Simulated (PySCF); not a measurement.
# Xenon: the same states on changed settings, part 2 of 2

These states were run before on sound settings. What differs here: initial guess atom, at most 50 SCF cycles. What does it move?

PySCF 2.14.0; changed: initial guess atom, at most 50 SCF cycles. The scripts are equivalent inputs of a driver's runs. The steps go on from the part before.

## (3) Changed run, Xe⁺

#### UHF

Input file input.py:

```python
from pyscf import gto, scf, dft, mp, cc
import basis_set_exchange as bse
mol = gto.M(atom="Xe 0 0 0", charge=1, spin=1, symmetry="D2h",
            basis=gto.basis.parse(bse.get_basis("jorge-DZP-DKH", elements=["Xe"], fmt="nwchem", header=False)),
            nucmod="G")
mf = scf.UHF(mol).sfx2c1e()
mf.irrep_nelec = {'Ag': (9, 9), 'B1g': (2, 2), 'B2g': (2, 2), 'B3g': (2, 2), 'B1u': (4, 4), 'B2u': (4, 4), 'B3u': (4, 3)}
mf.init_guess = "atom"
mf.max_cycle = 50
mf.kernel()
```

The program printed:

```text
damping factor = 0
level_shift factor = 0
DIIS = <class 'pyscf.scf.diis.CDIIS'>
diis_start_cycle = 1
diis_space = 10
diis_damp = 0
SCF conv_tol = 1e-09
SCF conv_tol_grad = None
number electrons alpha = 27  beta = 26
irrep_nelec {'Ag': (9, 9), 'B1g': (2, 2), 'B2g': (2, 2), 'B3g': (2, 2), 'Au': (0, 0), 'B1u': (4, 4), 'B2u': (4, 4), 'B3u': (4, 3)}
alpha HOMO (B3u) = -0.488067801542861  LUMO (B1u) = 0.32547945019499

WARN: HOMO -0.488067801542861 >= LUMO -0.488067801542861

cycle= 1 E= -7436.30261779938  delta_E= -100  |g|= 2.21  |ddm|=  2.8
alpha HOMO (B2u) = -0.819404883083763  LUMO (B3u) = 0.0621786157914883
  HOMO = -0.792444381973  LUMO = -0.445307171771  gap/eV = 9.44608
cycle= 2 E= -7436.3526195649  delta_E= -0.05  |g|= 0.14  |ddm|= 0.59
alpha HOMO (B2u) = -0.800042852597983  LUMO (B3u) = 0.0675177276652477
  HOMO = -0.773453793408  LUMO = -0.420214539207  gap/eV = 9.61213
cycle= 3 E= -7436.35331794337  delta_E= -0.000698  |g|= 0.00857  |ddm|= 0.104
alpha HOMO (B2u) = -0.795329816700082  LUMO (B3u) = 0.0686010769122589
  HOMO = -0.76891620967  LUMO = -0.41438805146  gap/eV = 9.64720
cycle= 4 E= -7436.35334747521  delta_E= -2.95e-05  |g|= 0.00149  |ddm|= 0.0179
alpha HOMO (B2u) = -0.794663342383814  LUMO (B3u) = 0.0686922455140433
  HOMO = -0.768302552658  LUMO = -0.413484286653  gap/eV = 9.65510
cycle= 5 E= -7436.35334890092  delta_E= -1.43e-06  |g|= 0.000192  |ddm|= 0.00492
alpha HOMO (B2u) = -0.794606161542582  LUMO (B3u) = 0.0686942830963773
  HOMO = -0.768246176276  LUMO = -0.413409467669  gap/eV = 9.65560
cycle= 6 E= -7436.35334892939  delta_E= -2.85e-08  |g|= 4.06e-05  |ddm|= 0.000684
alpha HOMO (B2u) = -0.794614685738004  LUMO (B3u) = 0.0686891346883272
  HOMO = -0.768251149857  LUMO = -0.413415874296  gap/eV = 9.65556
cycle= 7 E= -7436.35334893138  delta_E= -1.99e-09  |g|= 4.26e-06  |ddm|= 0.000245
alpha HOMO (B2u) = -0.794615107374355  LUMO (B3u) = 0.0686891409827766
  HOMO = -0.768250080729  LUMO = -0.413415845257  gap/eV = 9.65553
cycle= 8 E= -7436.35334893141  delta_E= -3e-11  |g|= 6.91e-07  |ddm|= 2.52e-05
converged SCF energy = -7436.35334893141  <S^2> = 0.75135181  2S+1 = 2.0013513
```

It took 0.64 s on 1 thread of Neoverse-N1, shared host, the integrals not counted.

Orbital energies by shell (radii are means over both spins):

```
shell  electrons  mean orbital energy (eV)  spread (eV)  rms radius (bohr)
 1s α          1                  -34785.6            0             0.0305
 1s β          1                  -34785.5            0             0.0305
 2s α          1                   -5562.9            0              0.124
 2s β          1                   -5562.9            0              0.124
 2p α          3                   -4997.2        0.083              0.111
 2p β          3                   -4997.1        0.040              0.111
 3s α          1                   -1218.8            0              0.325
 3s β          1                   -1218.8            0              0.325
 3p α          3                   -1030.7        0.210              0.324
 3p β          3                   -1030.6        0.018              0.324
 3d α          5                   -750.56        0.180              0.299
 3d β          5                   -750.52        0.118              0.299
 4s α          1                   -257.05            0              0.747
 4s β          1                   -256.92            0              0.747
 4p α          3                   -192.50        0.605              0.793
 4p β          3                   -192.33        0.159              0.793
 4d α          5                   -77.086        0.788              1.000
 4d β          5                   -76.957        0.556              1.000
 5s α          1                   -39.769            0               1.92
 5s β          1                   -37.249            0               1.92
 5p α          3                   -22.161        1.614               2.36
 5p β          2                   -20.905            0               2.36
```

⟨S²⟩ = 0.751, ⟨L²⟩ = 2.00.

#### BP86

Changes to input.py:

```diff
@@ -5,3 +5,3 @@
             nucmod="G")
-mf = scf.UHF(mol).sfx2c1e()
+mf = dft.UKS(mol, xc="B88,P86").sfx2c1e()
 mf.irrep_nelec = {'Ag': (9, 9), 'B1g': (2, 2), 'B2g': (2, 2), 'B3g': (2, 2), 'B1u': (4, 4), 'B2u': (4, 4), 'B3u': (4, 3)}
```

The program printed:

```text
damping factor = 0
level_shift factor = 0
DIIS = <class 'pyscf.scf.diis.CDIIS'>
diis_start_cycle = 1
diis_space = 10
diis_damp = 0
SCF conv_tol = 1e-09
SCF conv_tol_grad = None
number electrons alpha = 27  beta = 26
irrep_nelec {'Ag': (9, 9), 'B1g': (2, 2), 'B2g': (2, 2), 'B3g': (2, 2), 'Au': (0, 0), 'B1u': (4, 4), 'B2u': (4, 4), 'B3u': (4, 3)}
XC functionals = B88,P86
    A. D. Becke.,  Phys. Rev. A 38, 3098 (1988)
    J. P. Perdew.,  Phys. Rev. B 33, 8822 (1986)
alpha HOMO (B3u) = -0.350715597269939  LUMO (B1u) = 0.190668846153116

WARN: HOMO -0.350715597269939 >= LUMO -0.350715597269939

cycle= 1 E= -7440.05209061416  delta_E= -101  |g|= 6.23  |ddm|= 3.57
alpha HOMO (B2u) = -0.645661363623567  LUMO (B3u) = -0.0457182706541275

WARN: HOMO -0.631634847190305 >= LUMO -0.635481445364228

cycle= 2 E= -7440.1501984706  delta_E= -0.0981  |g|= 0.42  |ddm|= 0.428
alpha HOMO (B2u) = -0.641974356089143  LUMO (B3u) = -0.0411482442625086

WARN: HOMO -0.62793506106312 >= LUMO -0.629692628772418

cycle= 3 E= -7440.15255284163  delta_E= -0.00235  |g|= 0.0446  |ddm|= 0.121
alpha HOMO (B2u) = -0.637903384883863  LUMO (B3u) = -0.0394684881779526

WARN: HOMO -0.623847883995502 >= LUMO -0.62546029976123

cycle= 4 E= -7440.15267185779  delta_E= -0.000119  |g|= 0.00493  |ddm|= 0.0506
alpha HOMO (B2u) = -0.639026683946305  LUMO (B3u) = -0.0399400866632433

WARN: HOMO -0.624980502380382 >= LUMO -0.626602221596713

cycle= 5 E= -7440.15267697446  delta_E= -5.12e-06  |g|= 8.65e-05  |ddm|= 0.0103
alpha HOMO (B2u) = -0.638985015401886  LUMO (B3u) = -0.039920719391489

WARN: HOMO -0.624938796446806 >= LUMO -0.626559861725305

cycle= 6 E= -7440.15267697705  delta_E= -2.59e-09  |g|= 2.09e-06  |ddm|= 0.000269
alpha HOMO (B2u) = -0.638986607195328  LUMO (B3u) = -0.0399212366503221

WARN: HOMO -0.624940420968983 >= LUMO -0.6265610991207

cycle= 7 E= -7440.15267697706  delta_E= -1e-11  |g|= 9.62e-08  |ddm|= 8.38e-06
converged SCF energy = -7440.15267697706  <S^2> = 0.75021494  2S+1 = 2.0002149
```

It took 1.6 s on 1 thread of Neoverse-N1, shared host, the integrals not counted.

#### TPSS

Changes to input.py:

```diff
@@ -5,3 +5,3 @@
             nucmod="G")
-mf = dft.UKS(mol, xc="B88,P86").sfx2c1e()
+mf = dft.UKS(mol, xc="TPSS").sfx2c1e()
 mf.irrep_nelec = {'Ag': (9, 9), 'B1g': (2, 2), 'B2g': (2, 2), 'B3g': (2, 2), 'B1u': (4, 4), 'B2u': (4, 4), 'B3u': (4, 3)}
```

The program printed:

```text
damping factor = 0
level_shift factor = 0
DIIS = <class 'pyscf.scf.diis.CDIIS'>
diis_start_cycle = 1
diis_space = 10
diis_damp = 0
SCF conv_tol = 1e-09
SCF conv_tol_grad = None
number electrons alpha = 27  beta = 26
irrep_nelec {'Ag': (9, 9), 'B1g': (2, 2), 'B2g': (2, 2), 'B3g': (2, 2), 'Au': (0, 0), 'B1u': (4, 4), 'B2u': (4, 4), 'B3u': (4, 3)}
XC functionals = TPSS
    J. Tao, J. P. Perdew, V. N. Staroverov, and G. E. Scuseria.,  Phys. Rev. Lett. 91, 146401 (2003)
    J. P. Perdew, J. Tao, V. N. Staroverov, and G. E. Scuseria.,  J. Chem. Phys. 120, 6898 (2004)
    J. Tao, J. P. Perdew, V. N. Staroverov, and G. E. Scuseria.,  Phys. Rev. Lett. 91, 146401 (2003)
    J. P. Perdew, J. Tao, V. N. Staroverov, and G. E. Scuseria.,  J. Chem. Phys. 120, 6898 (2004)
alpha HOMO (B3u) = -0.349707990425159  LUMO (B1u) = 0.194288348613426

WARN: HOMO -0.349707990425159 >= LUMO -0.349707990425159

cycle= 1 E= -7438.89364900177  delta_E= -101  |g|= 5.44  |ddm|= 3.41
alpha HOMO (B2u) = -0.649930586764519  LUMO (B3u) = -0.0501915588080095
  HOMO = -0.634594427577  LUMO = -0.62904896946  gap/eV = 0.15090
cycle= 2 E= -7438.9811284079  delta_E= -0.0875  |g|= 0.38  |ddm|= 0.409
alpha HOMO (B2u) = -0.643363288471306  LUMO (B3u) = -0.0435564465678553
  HOMO = -0.628103865599  LUMO = -0.620656463921  gap/eV = 0.20265
cycle= 3 E= -7438.98306423379  delta_E= -0.00194  |g|= 0.0377  |ddm|= 0.102
alpha HOMO (B2u) = -0.640024946548891  LUMO (B3u) = -0.0420215242128279
  HOMO = -0.624758213622  LUMO = -0.61713025511  gap/eV = 0.20757
cycle= 4 E= -7438.98314678243  delta_E= -8.25e-05  |g|= 0.00422  |ddm|= 0.0425
alpha HOMO (B2u) = -0.641030020740168  LUMO (B3u) = -0.0425174507308768
  HOMO = -0.625773651438  LUMO = -0.61813402014  gap/eV = 0.20788
cycle= 5 E= -7438.98315057571  delta_E= -3.79e-06  |g|= 7.62e-05  |ddm|= 0.00885
alpha HOMO (B2u) = -0.640994136337447  LUMO (B3u) = -0.0424974430608387
  HOMO = -0.625738380175  LUMO = -0.618096625701  gap/eV = 0.20794
cycle= 6 E= -7438.98315057767  delta_E= -1.97e-09  |g|= 2.02e-06  |ddm|= 0.000226
alpha HOMO (B2u) = -0.64099548876554  LUMO (B3u) = -0.042497926165332
  HOMO = -0.625739829521  LUMO = -0.618097494775  gap/eV = 0.20796
cycle= 7 E= -7438.98315057768  delta_E= -4.55e-12  |g|= 1.21e-07  |ddm|= 7.03e-06
converged SCF energy = -7438.98315057768  <S^2> = 0.75031019  2S+1 = 2.0003102
```

It took 2.6 s on 1 thread of Neoverse-N1, shared host, the integrals not counted.

#### MP2 (valence)

Changes to input.py:

```diff
@@ -5,3 +5,3 @@
             nucmod="G")
-mf = dft.UKS(mol, xc="TPSS").sfx2c1e()
+mf = scf.UHF(mol).sfx2c1e()
 mf.irrep_nelec = {'Ag': (9, 9), 'B1g': (2, 2), 'B2g': (2, 2), 'B3g': (2, 2), 'B1u': (4, 4), 'B2u': (4, 4), 'B3u': (4, 3)}
@@ -10 +10,2 @@
 mf.kernel()
+mp.UMP2(mf, frozen=23).kernel()
```

The driver printed no log here.

Time after the integrals: 0.05 s (1 thread of Neoverse-N1, shared host).

With 7 electrons correlated, the MP2 correlation energy is -0.03137 hartree (-0.00694 same spin, -0.02443 opposite spin); the SCS form gives -0.03163. Largest pairs of shells: 5p-5p -0.0180, 5s-5p -0.0104, 5s-5s -0.0030.

#### CCSD(T) (valence)

Changes to input.py:

```diff
@@ -10,2 +10,3 @@
 mf.kernel()
-mp.UMP2(mf, frozen=23).kernel()
+mycc = cc.CCSD(mf, frozen=23).run()
+mycc.ccsd_t()
```

The program printed:

```text
CC2 = 0
CCSD nocc = (np.int64(4), np.int64(3)), nmo = (25, 25)
frozen orbitals [[0, 1, 2, 3, 4, 5, 6, 7, 8, 9, 10, 11, 12, 13, 14, 15, 16, 17, 18, 19, 20, 21, 22], [0, 1, 2, 3, 4, 5, 6, 7, 8, 9, 10, 11, 12, 13, 14, 15, 16, 17, 18, 19, 20, 21, 22]]
max_cycle = 100
direct = 0
conv_tol = 1e-08
conv_tol_normt = 1e-06
diis_space = 8
diis_start_cycle = 0
Init t2, MP2 energy = -0.0313728653978983
Init E_corr(UCCSD) = -0.0313728653983317
cycle = 1  E_corr(UCCSD) = -0.0352024513277366  dE = -0.00382958593  norm(t1,t2) = 0.0141979
cycle = 2  E_corr(UCCSD) = -0.0357968645437939  dE = -0.000594413216  norm(t1,t2) = 0.00336917
cycle = 3  E_corr(UCCSD) = -0.0359590493709057  dE = -0.000162184827  norm(t1,t2) = 0.00107163
cycle = 4  E_corr(UCCSD) = -0.0359502304975361  dE = 8.81887337e-06  norm(t1,t2) = 0.000192995
cycle = 5  E_corr(UCCSD) = -0.0359507507777084  dE = -5.20280172e-07  norm(t1,t2) = 4.48047e-05
cycle = 6  E_corr(UCCSD) = -0.0359506857072154  dE = 6.5070493e-08  norm(t1,t2) = 7.46713e-06
cycle = 7  E_corr(UCCSD) = -0.0359507177111541  dE = -3.20039387e-08  norm(t1,t2) = 1.11085e-06
cycle = 8  E_corr(UCCSD) = -0.0359507129927056  dE = 4.71844853e-09  norm(t1,t2) = 1.86636e-07
UCCSD converged
E(UCCSD) = -7436.389299644399  E_corr = -0.03595071299270559
UCCSD(T) correction = -0.000169745415679975
```

Time after the integrals: 0.48 s (1 thread of Neoverse-N1, shared host).

CCSD correlation -0.03595 hartree, triples -0.00017; total -7436.389469. T1 = 0.002, largest double amplitude 0.027.

## (4) Against the sound run

```
species             method  converged  energy less sound run (eV)
     Xe                UHF        yes                     -0.0000
     Xe               BP86        yes                     +0.0000
     Xe               TPSS        yes                     +0.0000
     Xe      MP2 (valence)        yes                     -0.0000
     Xe  CCSD(T) (valence)        yes                     +0.0000
    Xe⁺                UHF        yes                     -0.0000
    Xe⁺               BP86        yes                     +0.0000
    Xe⁺               TPSS        yes                     -0.0000
    Xe⁺      MP2 (valence)        yes                     +0.0000
    Xe⁺  CCSD(T) (valence)        yes                     -0.0000
```

Ionisation energy of Xe:

```
 method  sound run (eV)  changed run (eV)  shift (eV)
    UHF          11.752            11.752      +0.000
   BP86          12.682            12.682      +0.000
   TPSS          12.608            12.608      -0.000
    MP2          11.873            11.873      +0.000
SCS-MP2          11.846            11.846      +0.000
   CCSD          11.864            11.864      -0.000
CCSD(T)          11.867            11.867      -0.000
```

## (5) Outcome

The summary covers parts 1 to 2.

| quantity | value |
| --- | --- |
| change | initial guess atom, at most 50 SCF cycles |
| runs converged | 10 of 10 |
| largest shift of a converged total energy | 0.000 eV |
| largest shift of the ionisation energy | +0.000 eV (MP2) |

In words: The difference hardly moves. Here the plain start reaches the same solutions.
